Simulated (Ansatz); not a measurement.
Co in Ansatz: the effect of functional

The system is Co, a slab with vacuum.

```xyz
5
Lattice="2.4706 0.0000 0.0000 -1.2353 2.1396 0.0000 0.0000 0.0000 23.0882" Properties=species:S:1:pos:R:3 pbc="T T T"
Co    0.0000    0.0000    7.5000
Co    0.0000    1.4264    9.5221
Co    0.0000    0.0000   11.5441
Co    1.2353    0.7132   13.5662
Co    0.0000    0.0000   15.5882
```

Alike in all runs:

```yaml
Program: Ansatz 0.2.0
Task: single point
Potentials_or_basis: all-electron LAPW, scalar-relativistic
Cutoff: 290 eV (chosen from the basis error)
Basis_error_allowed: 0.002 eV/atom
k_mesh: 12 × 12 × 1
Occupations: fermi-dirac, width 0.05 eV
Spin: collinear spin, ferromagnetic start
Starting_moments: "[2.0, 2.0, 2.0, 2.0, 2.0] μB"
```

| functional | moment (μB) | largest force (eV/Å) | work function (eV) |
| --- | --- | --- | --- |
| PBE | 8.44 | 0.42 | 5.00 |
| LDA | ? | ? | ? |
| PBEsol | 8.43 | 0.62 | 5.13 |

What does the run with functional LDA give?

Moment 8.19 μB; largest force 0.90 eV/Å; work function 5.37 eV.
